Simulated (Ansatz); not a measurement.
**C2H6MoO3: small, medium and large basis sets**

How large a basis does C2H6MoO3 need? Two functionals are run in growing sets.

Program: Ansatz 0.2.0, Gaussian basis. Level of theory: one geometry, several basis sets. These are calculated values, not measurements.

The runs, in order: PBE0-D4/def2-SVP; ωB97M-V/def2-SVP; PBE0-D4/def2-QZVPP; ωB97M-V/def2-QZVPP; the functionals' def2-TZVPP values are taken from earlier runs.

**1. The geometry**

An earlier PBE0-D4 in a triple-zeta def2 set relaxation fixed the geometry. Mo takes the def2 core potential; no spin-orbit term is included.

SMILES `C[O][Mo]([CH3])(=[O])=[O]`, 12 atoms, charge 0, spin multiplicity 1.

Atoms are counted from 1 here; the program's logs count them from 0.

Bond lengths: C1–O2 1.405 Å, C1–H7 1.093 Å, C1–H8 1.093 Å, C1–H9 1.094 Å, O2–Mo3 1.846 Å, Mo3–C4 2.103 Å, Mo3–O5 1.680 Å, Mo3–O6 1.679 Å, C4–H10 1.093 Å, C4–H11 1.093 Å, C4–H12 1.092 Å. Angles: O2–C1–H7 108.6°, O2–C1–H8 109.5°, O2–C1–H9 111.3°, H7–C1–H8 108.8°, H7–C1–H9 109.2°, H8–C1–H9 109.4°, C1–O2–Mo3 140.2°, O2–Mo3–C4 108.1°, O2–Mo3–O5 112.8°, O2–Mo3–O6 113.2°, C4–Mo3–O5 106.0°, C4–Mo3–O6 106.3°, O5–Mo3–O6 109.9°, Mo3–C4–H10 109.1°, Mo3–C4–H11 109.4°, Mo3–C4–H12 110.1°, H10–C4–H11 109.9°, H10–C4–H12 109.2° and more.

Geometry (Å):

```mol
C2H6MoO3
  3D, bonds by distance, orders not assigned

 12 11  0  0  0  0  0  0  0  0999 V2000
    0.0605    0.1364    2.3207 C   0  0
   -0.4211    0.2923    1.0097 O   0  0
    0.1854    0.7002   -0.6850 Mo  0  0
   -0.3278   -0.8885   -1.9644 C   0  0
   -0.5483    2.0677   -1.3280 O   0  0
    1.8549    0.8521   -0.7709 O   0  0
   -0.4253   -0.7339    2.7684 H   0  0
   -0.1900    1.0223    2.9097 H   0  0
    1.1439   -0.0118    2.3308 H   0  0
   -1.4141   -1.0110   -1.9636 H   0  0
    0.1504   -1.8064   -1.6127 H   0  0
    0.0085   -0.6746   -2.9809 H   0  0
  1  2  8  0
  2  3  8  0
  3  4  8  0
  3  5  8  0
  3  6  8  0
  1  7  8  0
  1  8  8  0
  1  9  8  0
  4 10  8  0
  4 11  8  0
  4 12  8  0
M  END
```

**2. PBE0-D4 in def2-SVP**

File in.yaml:

```yaml
crystal:
  periodic: [false, false, false]
  atoms:
    - {symbol: C, position_ang: [0.060547, 0.136401, 2.320744]}
    - {symbol: O, position_ang: [-0.421148, 0.292316, 1.009675]}
    - {symbol: Mo, position_ang: [0.185351, 0.700161, -0.685028]}
    - {symbol: C, position_ang: [-0.327812, -0.888461, -1.964358]}
    - {symbol: O, position_ang: [-0.548302, 2.067692, -1.327966]}
    - {symbol: O, position_ang: [1.854924, 0.852111, -0.770944]}
    - {symbol: H, position_ang: [-0.425276, -0.733889, 2.768372]}
    - {symbol: H, position_ang: [-0.190048, 1.022263, 2.909700]}
    - {symbol: H, position_ang: [1.143936, -0.011783, 2.330805]}
    - {symbol: H, position_ang: [-1.414051, -1.010983, -1.963612]}
    - {symbol: H, position_ang: [0.150382, -1.806363, -1.612717]}
    - {symbol: H, position_ang: [0.008498, -0.674564, -2.980872]}
basis:
  gaussian: {orbitals: def2-SVP}
hamiltonian: {xc: pbe0, dispersion: d4}
output: {orbitals: {seedname: orbitals}}
```

Run with:

```sh
ansatz run in.yaml --threads 4 --pin off --events-out ev --progress --plain --max-ram 11315MiB
```

Further steps of the session: ωB97M-V in def2-SVP; PBE0-D4 in def2-QZVPP; ωB97M-V in def2-QZVPP.

Before running them: what should the planned runs give, taken together? Wanted: PBE0-D4: double and triple zeta above quadruple; ωB97M-V: double and triple zeta above quadruple.

**Answer**, as computed:

| quantity | value |
| --- | --- |
| PBE0-D4: double and triple zeta above quadruple | 11.16, 0.57 eV |
| ωB97M-V: double and triple zeta above quadruple | 11.48, 0.56 eV |

What this shows: PBE0-D4 gains 10.59 eV from double to triple zeta, then 0.57 eV more. Total energies overstate the basis error of differences, where much of it tends to cancel.
